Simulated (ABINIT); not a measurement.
# GeCN2 (R-3m) in ABINIT: further runs

The runs below take GeCN2 through band structure, with PBEsol, r2SCAN.

Everything below comes from runs of ABINIT 10.8.3 (patched build). Logs are shortened: lines on timing, memory, paths and dates and some standing lists are left out, and cuts for length are marked. The log counts tension as positive stress, the text compression.

### Step 1. Starting point

It takes space group R-3m (No. 166, trigonal). Conventional cell: a = 3.588 Å, b = 3.588 Å, c = 14.766 Å, α = 90.00°, β = 90.00°, γ = 120.00°. Ge (site symmetry -3m) is surrounded by 6 N at 2.40 Å. N (site symmetry 3m) is surrounded by 1 C at 1.24 Å. Around C (site symmetry -3m) lie 2 N at 1.24 Å.

The cell comes from a database or a generator and needn't be the stable form of this composition.

### Step 2. Band structure, PBEsol

run.abi reads:

```
# Datasets: ground state, then fixed potential
ndtset 2

# Pseudopotentials
pp_dirpath "./"
pseudos "Ge.GGA_PBE-JTH.xml, N.GGA_PBE-JTH.xml, C.GGA_PBE-JTH.xml"

# Structure
acell 3*1.0 Angstrom
rprim
     1.7937903697     1.0356453528     4.9219572124
    -1.7937903697     1.0356453528     4.9219572124
     0.0000000000    -2.0712907056     4.9219572124
ntypat 3
znucl 32 7 6
natom 4
typat 1 2 2 3
xred
     0.0000000000     0.0000000000     0.0000000000
     0.5839044000     0.5839044000     0.5839044000
     0.4160956000     0.4160956000     0.4160956000
     0.5000000000     0.5000000000     0.5000000000

# Plane-wave basis
ecut 26.0
pawecutdg 48.0
pawxcdev 0
pawovlp 30

# Exchange and correlation
ixc -116133

# Bands and occupations
occopt 3
tsmear 0.00183747

# SCF cycle
nstep 100

# Output
iomode 3
prtwf 0
prteig 0
prtebands 0
enunit 1
prtden1 1

# Dataset 1
kptopt1 1
ngkpt1 9 9 9
nshiftk1 1
shiftk1 0.0 0.0 0.0
nband1 18
tolvrs1 1.0e-9

# Dataset 2: bands along G-L-B1
iscf2 -2
getden2 1
nband2 24
nbdbuf2 4
tolwfr2 1.0e-11
kptopt2 -2
ndivsm2 6
prteig2 1
prtvol2 -3
kptbounds2
     0.0000000000     0.0000000000     0.0000000000
     0.5000000000     0.0000000000     0.0000000000
     0.5000000000     0.1961825099    -0.1961825099
```

Potentials or basis: JTH PAW PBE v2.0.

Launch:

```sh
$ abinit run.abi > log 2>&1
```

run.abo:

```text
.Version 10.8.3 of ABINIT
 DATASET    1 : space group R-3 m (#166); Bravais hR (rhombohedral)
================================================================================
 Values of the parameters that define the memory need for DATASET  1.
     intxc =       0    ionmov =       0      iscf =      17    lmnmax =      18
     lnmax =       6     mgfft =      48  mpssoang =       3    mqgrid =    3001
     natom =       4  nloc_mem =       2    nspden =       1   nspinor =       1
    nsppol =       1      nsym =      12    n1xccc =       1    ntypat =       3
    occopt =       3   xclevel =       2
       mpw =        2373          nfft =      110592          nkpt =          85
 PAW method is used; the additional fine FFT grid is defined by:
   mgfftf=        64    nfftf =    262144
================================================================================
================================================================================

 DATASET    2 : space group R-3 m (#166); Bravais hR (rhombohedral)
================================================================================
 Values of the parameters that define the memory need for DATASET  2.
     intxc =       0    ionmov =       0      iscf =      -2    lmnmax =      18
     lnmax =       6     mgfft =      48  mpssoang =       3    mqgrid =    3001
     natom =       4  nloc_mem =       2    nspden =       1   nspinor =       1
    nsppol =       1      nsym =      12    n1xccc =       1    ntypat =       3
    occopt =       3   xclevel =       2
       mpw =        2354          nfft =      110592          nkpt =          16
 PAW method is used; the additional fine FFT grid is defined by:
   mgfftf=        64    nfftf =    262144
================================================================================
================================================================================

--------------------------------------------------------------------------------
------------- Echo of variables that govern the present computation ------------
--------------------------------------------------------------------------------
 -outvars: echo values of preprocessed input variables --------
            acell      1.8897261259E+00  1.8897261259E+00  1.8897261259E+00 Bohr
              amu      7.26100000E+01  1.40067400E+01  1.20110000E+01
             ecut      2.60000000E+01 Hartree
           enunit           1
           getden1          0
           getden2          1
             iscf1         17
             iscf2         -2
              ixc     -116133
           jdtset        1    2
           kptopt1          1
           kptopt2         -2
         kptrlatt        9    0    0      0    9    0      0    0    9
          kptrlen1     6.10159055E+01
          kptrlen2     3.00000000E+01
            natom           4
            nband1         18
            nband2         24
           nbdbuf1          0
           nbdbuf2          4
           ndtset           2
           ndivsm1          0
           ndivsm2          6
            ngfft          48      48      48
          ngfftdg          64      64      64
             nkpt1         85
             nkpt2         16
            nstep         100
             nsym          12
           ntypat           3
           occopt           3
        pawecutdg      4.80000000E+01 Hartree
          pawovlp      3.0000000000E+01
         pawxcdev           0
        prtebands           0
           prteig1          0
           prteig2          1
           prtvol1          0
           prtvol2         -3
            prtwf           0
            rprim      1.7937903697E+00  1.0356453528E+00  4.9219572124E+00
                      -1.7937903697E+00  1.0356453528E+00  4.9219572124E+00
                       0.0000000000E+00 -2.0712907056E+00  4.9219572124E+00
           shiftk1     0.00000000E+00  0.00000000E+00  0.00000000E+00
           shiftk2     5.00000000E-01  5.00000000E-01  5.00000000E-01
[... 398 lines left out ...]
  2.60E-12  4.27E-12  5.33E-12  6.59E-12  8.40E-12  6.90E-09  1.15E-09  2.69E-08
 -7.3621E-01 -7.3619E-01 -7.3589E-01 -7.3587E-01 -7.3585E-01 -5.1996E-01
 -4.5234E-01 -1.3971E-01 -1.0995E-01 -7.3400E-02 -5.9650E-02 -1.2891E-02
  4.9783E-02  1.3143E-01  2.5666E-01  3.0902E-01  3.4799E-01  4.0403E-01
  4.0752E-01  5.1814E-01  5.2765E-01  5.6239E-01  6.0031E-01  6.6035E-01
 Non-SCF case, kpt   16 (  0.50000  0.19618 -0.19618), residuals and eigenvalues=
  5.51E-12  8.94E-12  5.89E-12  4.28E-12  4.97E-12  6.72E-12  2.85E-12  1.16E-12
  2.99E-12  9.38E-12  5.76E-12  9.97E-12  9.26E-12  4.40E-12  9.09E-13  5.77E-12
  4.34E-12  6.96E-12  5.70E-12  1.50E-12  1.19E-10  4.93E-09  1.53E-07  2.33E-04
 -7.3629E-01 -7.3611E-01 -7.3593E-01 -7.3592E-01 -7.3576E-01 -5.1967E-01
 -4.5325E-01 -1.3652E-01 -1.0373E-01 -8.4212E-02 -6.5272E-02 -9.9859E-03
  5.7543E-02  1.4139E-01  2.4871E-01  3.0018E-01  3.4088E-01  4.0510E-01
  4.1740E-01  5.0810E-01  5.2944E-01  5.5458E-01  6.2522E-01  6.7822E-01

--- !ResultsGS
iteration_state: {dtset: 2, }
comment   : Summary of ground state results
lattice_vectors:
- [  3.3897725,   1.9570861,   9.3011511, ]
- [ -3.3897725,   1.9570861,   9.3011511, ]
- [  0.0000000,  -3.9141722,   9.3011511, ]
lattice_lengths: [  10.09119,   10.09119,   10.09119, ]
lattice_angles: [ 39.256,  39.256,  39.256, ] # degrees, (23, 13, 12)
lattice_volume:   3.7022730E+02
convergence: {deltae:  0.000E+00, res2:  0.000E+00, residm:  9.967E-12, diffor:  0.000E+00, }
etotal    :  -1.21225157E+02
entropy   :   0.00000000E+00
fermie    :   1.89162659E-01
cartesian_stress_tensor: null
pressure_GPa: null
xred      :
- [  0.0000E+00,   0.0000E+00,   0.0000E+00, Ge]
- [  5.8390E-01,   5.8390E-01,   5.8390E-01,  N]
- [  4.1610E-01,   4.1610E-01,   4.1610E-01,  N]
- [  5.0000E-01,   5.0000E-01,   5.0000E-01,  C]
cartesian_forces: null
force_length_stats: {min: null, max: null, mean: null, }
...

 Integrated electronic density in atomic spheres:
 ------------------------------------------------
 Atom  Sphere_radius  Integrated_density
    1        2.30477         12.00082489
    2        1.20497          2.60525472
    3        1.20497          2.60525472
    4        1.50737          2.85440820

================================================================================

 ----iterations are completed or convergence reached----

 Mean square residual over all n,k,spin=   50.824E-13; max=  99.669E-13
 reduced coordinates (array xred) for    4 atoms
       0.000000000000      0.000000000000      0.000000000000
       0.583904400000      0.583904400000      0.583904400000
       0.416095600000      0.416095600000      0.416095600000
       0.500000000000      0.500000000000      0.500000000000

 cartesian coordinates (angstrom) at end:
    1      0.00000000000000     0.00000000000000     0.00000000000000
    2     -0.00000000000000    -0.00000000000000     8.62185741879628
    3      0.00000000000000    -0.00000000000000     6.14401421840372
    4      0.00000000000000     0.00000000000000     7.38293581860000
 length scales=  1.889726125908  1.889726125908  1.889726125908 bohr
              =  1.000000000000  1.000000000000  1.000000000000 angstroms
 Eigenvalues (   eV  ) for nkpt=  16  k points:
 kpt#   1, nband= 24, wtk=  1.00000, kpt=  0.0000  0.0000  0.0000 (reduced coord)
 -20.03565  -20.03164  -20.03164  -20.02154  -20.02154  -14.57514  -12.42237   -6.07672
  -0.79448   -0.57933   -0.57933    2.52386    2.72153    2.72153    7.05582    7.83611
   7.83611    9.53856   11.85515   11.85515   14.50880   15.24912   15.24912   16.62621
 kpt#   2, nband= 24, wtk=  1.00000, kpt=  0.0556  0.0000  0.0000 (reduced coord)
 -20.03536  -20.03180  -20.03112  -20.02198  -20.02162  -14.56493  -12.41859   -6.04824
  -0.79688   -0.65916   -0.58528    2.51679    2.62538    2.67086    7.14579    7.74534
   7.89852    9.74439   11.75373   11.83536   14.63241   14.71395   15.32547   17.28932
 kpt#   3, nband= 24, wtk=  1.00000, kpt=  0.1111  0.0000  0.0000 (reduced coord)
 -20.03480  -20.03203  -20.02963  -20.02319  -20.02186  -14.53537  -12.40764   -5.96344
  -0.91388   -0.76918   -0.60217    2.32434    2.52151    2.53066    7.26813    7.72618
   8.07341   10.20744   11.51687   11.77471   13.93269   14.94201   15.55304   18.33295
 kpt#   4, nband= 24, wtk=  1.00000, kpt=  0.1667  0.0000  0.0000 (reduced coord)
 -20.03512  -20.03137  -20.02735  -20.02489  -20.02223  -14.48949  -12.39073   -5.82422
  -1.24249   -0.77054   -0.62693    1.96057    2.32985    2.43043    7.23431    8.04356
   8.33130   10.66230   11.33636   11.67182   13.26776   15.32191   15.92746   18.18182
 kpt#   5, nband= 24, wtk=  1.00000, kpt=  0.2222  0.0000  0.0000 (reduced coord)
[... 33 lines left out ...]
  -3.27585   -1.18511   -1.14035   -0.24085    0.98133    2.89478    7.38960    8.95656
   9.67442   10.32354   11.03031   13.04372   14.97768   15.65477   15.82857   17.94813
 kpt#  14, nband= 24, wtk=  1.00000, kpt=  0.5000  0.1308 -0.1308 (reduced coord)
 -20.03562  -20.03047  -20.02723  -20.02339  -20.02118  -14.16402  -12.29577   -3.97215
  -3.14543   -1.55069   -1.41768   -0.37140    1.15575    3.26367    7.21561    8.67603
   9.59866   10.61115   11.11033   13.58736   14.94893   15.31822   15.95582   17.78588
 kpt#  15, nband= 24, wtk=  1.00000, kpt=  0.5000  0.1635 -0.1635 (reduced coord)
 -20.03318  -20.03286  -20.02453  -20.02391  -20.02353  -14.14872  -12.30887   -3.80159
  -2.99187   -1.99730   -1.62316   -0.35079    1.35467    3.57649    6.98402    8.40876
   9.46921   10.99435   11.08907   14.09922   14.35802   15.30344   16.33528   17.96898
 kpt#  16, nband= 24, wtk=  1.00000, kpt=  0.5000  0.1962 -0.1962 (reduced coord)
 -20.03560  -20.03061  -20.02554  -20.02528  -20.02115  -14.14104  -12.33361   -3.71496
  -2.82258   -2.29153   -1.77613   -0.27173    1.56581    3.84730    6.76774    8.16836
   9.27571   11.02345   11.35816   13.82607   14.40692   15.09077   17.01304   18.45518

== END DATASET(S) ==============================================================
================================================================================

 -outvars: echo values of variables after computation  --------
            acell      1.8897261259E+00  1.8897261259E+00  1.8897261259E+00 Bohr
           etotal1    -1.2122515743E+02
            fcart1    -0.0000000000E+00 -0.0000000000E+00 -0.0000000000E+00
                      -1.4456680440E-20  9.3642766997E-21  4.4283623676E-04
                       1.4456680440E-20 -9.3642766997E-21 -4.4283623676E-04
                      -0.0000000000E+00 -0.0000000000E+00 -0.0000000000E+00
            rprim      1.7937903697E+00  1.0356453528E+00  4.9219572124E+00
                      -1.7937903697E+00  1.0356453528E+00  4.9219572124E+00
                       0.0000000000E+00 -2.0712907056E+00  4.9219572124E+00
           strten1     1.0427417975E-04  1.0427417995E-04  1.2180942555E-04
                       0.0000000000E+00  0.0000000000E+00  0.0000000000E+00
           xangst      0.0000000000E+00  0.0000000000E+00  0.0000000000E+00
                      -3.4218553974E-17 -8.3312495092E-17  8.6218574188E+00
                       3.4218553974E-17 -3.4188449559E-17  6.1440142184E+00
                       0.0000000000E+00  0.0000000000E+00  7.3829358186E+00
             xred      0.0000000000E+00  0.0000000000E+00  0.0000000000E+00
                       5.8390440000E-01  5.8390440000E-01  5.8390440000E-01
                       4.1609560000E-01  4.1609560000E-01  4.1609560000E-01
                       5.0000000000E-01  5.0000000000E-01  5.0000000000E-01
 Calculation completed.
```

Wall time 5.9 min (1 thread of Arm Neoverse V1, shared host); peak memory 0.28 GiB.

Results:

```
Free energy             : -3298.7046 eV
Pressure                : -3.2 GPa
Largest force           : 0.023 eV/Å
Band gap on the k mesh  : 1.00 eV, indirect (least direct gap 1.83 eV)
Band gap along the path : 2.92 eV, direct
```

Forces in eV/Å, atoms in the order of the input:
```
Ge   0.000  0.000  0.000
N    0.000  0.000  0.023
N    0.000  0.000 -0.023
C    0.000  0.000  0.000
```

Levels at the corners of the path, in eV from the valence-band top:
```
point  band 12  band 13  band 14  band 15  band 16  band 17
    Γ    -1.32    -1.13    -1.13     3.21     3.99     3.99
    L    -3.13    -2.50    -2.46     3.55     5.76     5.95
   B1    -4.12    -2.28     0.00     2.92     4.32     5.43
```

Caveat: the PAW data sets were made with another functional, which shifts forces and pressure a little; the atomic spheres overlap.

### Step 3. Band structure, r2SCAN

Edit run.abi of step 2 so:

```diff
@@ -24,5 +24,4 @@
 # Plane-wave basis
-ecut 26.0
-pawecutdg 48.0
-pawxcdev 0
+ecut 31.0
+pawecutdg 53.0
 pawovlp 30
@@ -30,3 +29,5 @@
 # Exchange and correlation
-ixc -116133
+ixc -497498
+usekden 1
+pawxcdev 0
 
@@ -46,2 +47,3 @@
 prtden1 1
+prtkden1 1
 
@@ -49,3 +51,3 @@
 kptopt1 1
-ngkpt1 9 9 9
+ngkpt1 6 6 6
 nshiftk1 1
@@ -53,3 +55,3 @@
 nband1 18
-tolvrs1 1.0e-9
+tolvrs1 1.0e-7
 
@@ -58,2 +60,3 @@
 getden2 1
+getkden2 1
 nband2 24
```

Potentials or basis: JTH PAW PBE v2.0.

Launch:

```sh
$ abinit run.abi > log 2>&1
```

Run time: 13 min. Hardware: 1 thread of Arm Neoverse V1, shared host; peak memory 0.37 GiB.

The run converged. Its results:

```
Free energy             : -3089.3443 eV
Pressure                : 1.1 GPa
Largest force           : 0.727 eV/Å
Band gap on the k mesh  : 1.09 eV, indirect (least direct gap 2.19 eV)
Band gap along the path : 3.14 eV, direct
```

Forces on the atoms (eV/Å):
```
Ge   0.000  0.000  0.000
N    0.000  0.000 -0.727
N    0.000  0.000  0.727
C    0.000  0.000  0.000
```

Stress tensor (GPa, compression positive):
```
 3.16  0.00  0.00
 0.00  3.16  0.00
 0.00  0.00 -2.95
```

Levels at the corners of the path, in eV from the valence-band top:
| point | band 12 | band 13 | band 14 | band 15 | band 16 | band 17 |
| --- | --- | --- | --- | --- | --- | --- |
| Γ | -1.51 | -1.27 | -1.27 | 3.43 | 4.23 | 4.23 |
| L | -3.34 | -2.63 | -2.62 | 3.77 | 6.15 | 6.30 |
| B1 | -4.38 | -2.47 | 0.00 | 3.14 | 4.60 | 5.74 |

Caveat: totals of a meta-GGA on PAW files have another zero than those of a GGA; the PAW data sets were made with another functional, which shifts forces and pressure a little; the atomic spheres overlap.

### Step 4. The reference run

An earlier run on the cell as given: functional PBEsol; potentials or basis PseudoDojo NC SR PBEsol v0.4.1 standard; cutoff 1143 eV; k mesh 9 × 9 × 9; occupations fermi-dirac, width 0.05 eV; no spin polarisation.

* Pressure: -2.9 GPa
* Largest force: 0.193 eV/Å
* Band gap on the k mesh: 1.01 eV, indirect (least direct gap 1.83 eV)
* Valence electrons inside the program's atomic spheres: Ge 11.37; N 5.48; C 5.16

### Step 5. The runs side by side

| task | level | potentials or basis | k mesh | cutoff (eV) | fine-grid cutoff | gap on the mesh (eV) | pressure (GPa) | largest force (eV/Å) |
| --- | --- | --- | --- | --- | --- | --- | --- | --- |
| band structure | PBEsol | JTH PAW PBE v2.0 | 9 × 9 × 9 | 707 | 1306.15 eV | 1.00 | -3.2 | 0.02 |
| band structure | r2SCAN | JTH PAW PBE v2.0 | 6 × 6 × 6 | 844 | 1442.2 eV | 1.09 | 1.1 | 0.73 |
| single point | PBEsol | PseudoDojo NC SR PBEsol v0.4.1 standard | 9 × 9 × 9 | 1143 | - | 1.01 | -2.9 | 0.19 |

Alike in all rows: no spin polarisation; cell as given; smearing fermi-dirac 0.05 eV.

Caveats: the PAW data sets were made with another functional, which shifts forces and pressure a little (some runs); the atomic spheres overlap (some runs); totals of a meta-GGA on PAW files have another zero than those of a GGA (some runs); an odd mesh through Γ misses points on the zone boundary, where band edges often lie (some runs).

Absolute energies hang on the potentials; compare differences alone.
